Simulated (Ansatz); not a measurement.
# Zr2CrO3: the cost of one run

Program: Ansatz 0.2.0. Level of theory: DFT PBE, scalar-relativistic, plane waves, PAW. These are calculated values, not measurements.

### 1 The system as given

The structure is hexagonal, space group P6/mmm (No. 191). The conventional cell has a = 4.994 Å, b = 4.994 Å, c = 3.041 Å, α = 90.00°, β = 90.00°, γ = 120.00°. Around Zr (site symmetry -6m2) lie 6 O at 2.10 Å. Cr (site symmetry 6/mmm) is surrounded by 6 Zr at 2.88 Å and 12 O at 2.92 Å and 2 Cr at 3.04 Å. Around O (site symmetry mmm) lie 4 Zr at 2.10 Å and 4 Cr at 2.92 Å.

As a file:

```xyz
6
Lattice="4.9938 0.0000 0.0000 -2.4969 4.3248 0.0000 0.0000 0.0000 3.0408" Properties=species:S:1:pos:R:3 pbc="T T T"
Zr    0.0000    2.8832    0.0000
Zr    2.4969    1.4416    0.0000
Cr    0.0000    0.0000    0.0000
O     2.4969    0.0000    1.5204
O     1.2485    2.1624    1.5204
O    -1.2485    2.1624    1.5204
```

(A quick probe on a coarse mesh, which set the mesh and smearing, is not shown.)

### 3 A loose first relaxation

File input.yaml:

```yaml
crystal:
  lattice:
    - [4.9938133462, 0.0, 0.0]
    - [-2.4969066731, 4.3247692195, 0.0]
    - [0.0, 0.0, 3.0408222459]
  atoms:
    - { symbol: Zr, position: [0.3333333333, 0.6666666667, 0.0] }
    - { symbol: Zr, position: [0.6666666667, 0.3333333333, 0.0] }
    - { symbol: Cr, position: [0.0, 0.0, 0.0], spin: 4.17 }
    - { symbol: O, position: [0.5, 0.0, 0.5] }
    - { symbol: O, position: [0.5, 0.5, 0.5] }
    - { symbol: O, position: [0.0, 0.5, 0.5] }
basis:
  ecutwfc: 420
kpoints:
  mp_grid: { grid: [6, 6, 6] }
hamiltonian:
  xc: pbe
scf:
  occupations: { method: gaussian, width: 0.1 }
  lower_state_search: "off"
output:
  forces: true
  stress: true
  eigenvalues: true
  populations: true
magnetization:
  spin_polarized: true
relax:
  adjacent_minimum: "off"
  f_tol: 0.04
  max_steps: 70
  cell: { stress_tol: 0.4 }
```

The run is started by

```bash
> ansatz run input.yaml --threads 1 --pin off --max-ram 2560MiB --backend cpu --events-out ev --progress --plain --runs-dir out
```

What time and memory should one allow on 1 thread of Arm Neoverse V2, shared host?

About 96 s, with a peak of 0.47 GiB.
